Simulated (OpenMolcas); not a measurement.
# Ta⁴⁺ among point charges: CASSCF and CASPT2 levels and susceptibility

Aim: the splitting of the states of Ta⁴⁺ in the field of 4 point charges, its lowest levels with spin-orbit coupling and its magnetic susceptibility.

Program: OpenMolcas 26.06. Level of theory: state-averaged CASSCF and CASPT2, spin-orbit coupling by RASSI with atomic mean-field integrals. These are calculated values, not measurements, unless marked.

## Step 1: Starting point

- Species: Ta⁴⁺ (tantalum, Z = 73, 69 electrons)
- Basis: ANO-RCC-VTZP [8s7p5d3f2g1h], 104 functions
- Scalar Hamiltonian: DKH2, point nucleus
- Inactive shells: 1s 2s 2p 3s 3p 3d 4s 4p 4d 4f 5s 5p
- Active space: 1 electron in 5 orbitals (5d)
- Some configurations of this space: 5d
- Orbitals: optimised for each spin and parity, averaged over all roots

The outer shells:

5d
```
5d [↑ ][  ][  ][  ][  ]
```

The ion sits among 4 point charges of -0.5 e arranged as a tetrahedron (Td), 1.98 Å from the ion.

Each step is its own input file, run in one work folder so that later steps find the files of earlier ones. Labels, J, g values, rates, χT and fits are worked out afterwards by a script from the matrices that RASSI stores.

## Step 2: GATEWAY and SEWARD: basis and integrals

Input file a.inp:

```
&GATEWAY
Coord
1

Ta 0.0 0.0 0.0
Basis=ANO-RCC-VTZP
Group=NoSym
NoMove
AngMom=0.0 0.0 0.0
AMFI
XField
4 Angstrom 0
1.143154 1.143154 1.143154 -0.500000
1.143154 -1.143154 -1.143154 -0.500000
-1.143154 1.143154 -1.143154 -0.500000
-1.143154 -1.143154 1.143154 -0.500000
&SEWARD
```

Launch:

```bash
OMP_NUM_THREADS=1 MOLCAS_MEM=1689 MOLCAS_PROJECT=a pymolcas a.inp > a.log
```

Standard output:

```text
Basis set label: TA.ANO-RCC...8S7P5D3F2G1H.

      Electronic valence basis set:
      ------------------
      Associated Effective Charge  73.000000 au
      Associated Actual Charge     73.000000 au
      Nuclear Model: Point charge

      Shell  nPrim  nBasis  Cartesian Spherical Contaminant
         s      24       8        X
         p      21       7        X
         d      15       5                 X
         f      11       3                 X
         g       4       2                 X
         h       2       1                 X
                  Relativistic Douglas-Kroll-Hess integrals:
                    - DKH order of Hamiltonian: 2
                    - DKH order of Properties : 0
                  Atomic mean-field integrals
```

## Step 3: CASSCF: doublets, 5 roots

Input file a.inp:

```
&RASSCF
FileOrb=start.orb
Symmetry=1
Spin=2
nActEl=1 0 0
Inactive=34
Ras2=5
CIRoot=5 5 1
SDav=5
CIMx=300
Iter=120 100
PrWF=0.3
OrbListing=Nothing
MaxOrb=0
>>> COPY $Project.JobIph JOB001
```

start.orb holds the contracted functions of the basis, ordered by shell, or the orbitals of the step before.

Standard output (excerpt; [...] marks lines left out):

```text
[...]
      Number of active orbitals                  5
[...]
      Spin quantum number                      0.5
[...]
      Active orbitals                            5
[...]
      Number of CSFs                             5
      Number of root(s) required                 5
[...]
      Convergence after 10 iterations
[...]
      Natural orbitals and occupation numbers for root  1
      sym 1:   0.000000   0.000000   0.000000   0.000000   1.000000
      Natural orbitals and occupation numbers for root  2
      sym 1:   0.000000   0.000000   1.000000   0.000000  -0.000000
      Natural orbitals and occupation numbers for root  3
      sym 1:   1.000000   0.000000   0.000000   0.000000   0.000000
::    RASSCF root number  1 Total energy: -15589.16924595
::    RASSCF root number  2 Total energy: -15589.16924595
::    RASSCF root number  3 Total energy: -15589.16062312
::    RASSCF root number  4 Total energy: -15589.16062312
::    RASSCF root number  5 Total energy: -15589.16062312
```

## Step 4: RASSI: spin-orbit coupling between the states

Input file a.inp:

```
&RASSI
NrOfJobIphs=1 5
1 2 3 4 5
IphNames
JOB001
EJob
SpinOrbit
DIPRint=1.0
SOCoupling=1000.0
Subsets=2
Property=9
'ANGMOM' 1 'ANGMOM' 2 'ANGMOM' 3 'MLTPL  1' 1 'MLTPL  1' 2 'MLTPL  1' 3
'AMFI' 1 'AMFI' 2 'AMFI' 3
SOProperty=3
'ANGMOM' 1 'ANGMOM' 2 'ANGMOM' 3
```

Standard output (excerpt; [...] marks lines left out):

```text
SPIN-FREE ENERGIES:
  (Shifted by EMIN (a.u.) =     -15589.1692459538)
 SF State       Relative EMIN(au)   Rel lowest level(eV)    D:o, cm**(-1)      L_eff
     1             0.0000000000        0.0000000000              0.0000         2.0
     2             0.0000000000        0.0000000000              0.0000         2.0
     3             0.0086228386        0.2346393907           1892.4943         2.0
     4             0.0086228386        0.2346393907           1892.4943         2.0
     5             0.0086228386        0.2346393907           1892.4943         2.0
     Dipole printing threshold changed to   1.00000000E+00
[...]
Eigenvalues of complex Hamiltonian:
   -----------------------------------
  (Shifted by EMIN (a.u.) =     -15589.1692459538)
 SO State       Relative EMIN(au)   Rel lowest level(eV)    D:o, cm**(-1)     J-value
     1            -0.0138038121        0.0000000000              0.0000         1.2
     2            -0.0138038121        0.0000000000              0.0000         1.2
     3            -0.0138038121        0.0000000000              0.0000         1.3
     4            -0.0138038121        0.0000000000              0.0000         1.0
     5             0.0162989551        0.8191380257           6606.7937         2.3
     6             0.0162989551        0.8191380257           6606.7937         2.3
     7             0.0162989551        0.8191380257           6606.7937         1.6
     8             0.0162989551        0.8191380257           6606.7937         1.6
     9             0.0208782298        0.9437464381           7611.8284         2.0
    10             0.0208782298        0.9437464381           7611.8284         2.0
Weights of the five most important spin-orbit-free states for each spin-orbit state.
[...]
```

These steps took 4.5 s in all on 1 thread of Intel Xeon 6975P-C (Granite Rapids), shared host.

States without spin-orbit coupling:

```csv
state,degeneracy,E (cm-1),free-ion L (%)
2E,2,0,D (100)
2T2,3,1892,D (100)
```

With spin-orbit coupling:

```tsv
E (cm-1)	Degeneracy	Label	2S+1	g
0.0	4	Γ8	2	
6607	4	Γ8	2	
7612	2	Γ7	2	2.00 2.00 2.00
```

Principal g values are given for doublets only; a zero marks a field direction without first-order Zeeman splitting.

Powder χT (cm³ K/mol): 0.27 at 2 K, 0.27 at 5 K, 0.28 at 10 K, 0.28 at 20 K, 0.28 at 50 K, 0.28 at 100 K, 0.28 at 150 K, 0.28 at 200 K, 0.28 at 250 K, 0.28 at 300 K.

A ligand-field fit to the states below 45000 cm-1 gives 10Dq = -1892 cm-1, the gap between the two states.

## Step 5: CASPT2: IPEA 0.25, imaginary shift 0.1 (closed shells correlated: 4f 5s 5p)

Input file a.inp:

```
>>> COPY JOB001 $Project.JobIph
&CASPT2
Multistate=5 1 2 3 4 5
NoMult
Frozen=23
IPEA=0.25
Imaginary=0.1
MaxIter=60
WThr=0.0 0.3 0.05
PrWF=0.5
NoMix
```

Launch:

```bash
OMP_NUM_THREADS=1 MOLCAS_MEM=1689 MOLCAS_PROJECT=a pymolcas a.inp > a.log
```

Standard output:

```text
Orbital specifications:
      -----------------------

      Symmetry species                           1
                                                 a
      Frozen orbitals                           23
      Inactive orbitals                         11
      Active orbitals                            5
      Secondary orbitals                        65
      Deleted orbitals                           0
      Number of basis functions                104
Type of calculation                        SS-CASPT2
      Fock operator                              state-specific
      IPEA shift                                 0.25
      Real shift                                 0.00
      Imaginary shift                            0.10
      The input orbitals will be transformed to quasi-canonical
Reference energy:      -15589.1692459538
      E2 (Non-variational):      -1.0878290164
      Shift correction:          -0.0001357310
      E2 (Variational):          -1.0879647474
      Total energy:          -15590.2572107011
      Residual norm:              0.0000001795
      Reference weight:           0.90903
      Contributions to the CASPT2 correlation energy
      Active & Virtual Only:          0.0000000000
      One Inactive Excited:          -0.0619726198
      Two Inactive Excited:          -1.0258563966
Reference energy:      -15589.1692459538
      E2 (Non-variational):      -1.0878017822
      Shift correction:          -0.0001356643
      E2 (Variational):          -1.0879374465
      Total energy:          -15590.2571834002
      Residual norm:              0.0000001450
      Reference weight:           0.90904
      Contributions to the CASPT2 correlation energy
      Active & Virtual Only:          0.0000000000
      One Inactive Excited:          -0.0619439640
      Two Inactive Excited:          -1.0258578182
::    CASPT2 Root  1     Total energy: -15590.25721070
::    CASPT2 Root  2     Total energy: -15590.25718340
::    CASPT2 Root  3     Total energy: -15590.24935057
::    CASPT2 Root  4     Total energy: -15590.24878459
::    CASPT2 Root  5     Total energy: -15590.24934739
```

Time for this run: 4.7 s (1 thread of Intel Xeon 6975P-C (Granite Rapids), shared host).

SS-CASPT2: lowest energy less the reference's lowest, -1.0880 hartree; reference weights 0.909.

Spin-free states, with their symmetry labels:

```csv
state,degeneracy,E (cm-1),free-ion L (%)
2E,2,0,D (100)
2T2,3,1764,D (100)
```

With spin-orbit coupling:

| E (cm-1) | Degeneracy | Label | 2S+1 | g |
| --- | --- | --- | --- | --- |
| 0 | 4 | Γ8 | 2 |  |
| 6600 | 4 | Γ8 | 2 |  |
| 7540 | 2 | Γ7 | 2 | 2.00 2.00 2.00 |

Powder χT (cm³ K/mol): 0.28 at 2 K, 0.28 at 5 K, 0.28 at 10 K, 0.28 at 20 K, 0.28 at 50 K, 0.28 at 100 K, 0.28 at 150 K, 0.28 at 200 K, 0.28 at 250 K, 0.29 at 300 K.

A ligand-field fit to the states below 45000 cm-1 gives 10Dq = -1764 cm-1, the gap between the two states.

## Step 6: The methods side by side

A. CASSCF
B. SS-CASPT2, IPEA 0.25, imaginary shift 0.1 (closed shells correlated: 4f 5s 5p)

```csv
method,ground state,first state of that spin (cm-1),first gap with spin-orbit (cm-1),χT at 300 K
A,2E,2T2 1892,6606.8,0.28
B,2E,2T2 1764,6597.4,0.29
```

## Step 7: Summary of results

```
                                            quantity                                                                           value
                                              method  SS-CASPT2, IPEA 0.25, imaginary shift 0.1 (closed shells correlated: 4f 5s 5p)
                              spin-free ground state                                                  2E, 2-fold in its orbital part
first state of the same spin within the active space                                                                2T2 at 1760 cm⁻¹
                                        lowest level                                                                       4-fold Γ8
                                          next level                                                                     6597.4 cm⁻¹
                                         χT at 300 K                                                                  0.29 cm³ K/mol
                           effective moment at 300 K                                                                         1.51 μB
```

Cost by method:

```csv
method,time of its own steps,time with the reference
A. CASSCF,4.5 s,4.5 s
"B. SS-CASPT2, IPEA 0.25, imaginary shift 0.1, +4f 5s 5p",4.7 s,9.2 s
```

Times are of one thread on a shared host.

The spin-free ground state (2E) comes to 100 % from free-ion D terms and keeps the highest spin of the shell. χT at 300 K is 0.29, against 0.38 cm³ K/mol for the spin alone, so orbital moment lowers it. A ligand-field fit to the states below 45000 cm-1 gives 10Dq = -1764 cm-1, the gap between the two states. CASPT2 does not keep the components of a term degenerate, and the means are used. An orbital doublet at a regular site is open to a Jahn-Teller distortion, which this geometry leaves out. The field of point charges can differ much from that of real complexes. This is an electrostatic model: the charges have no orbitals.
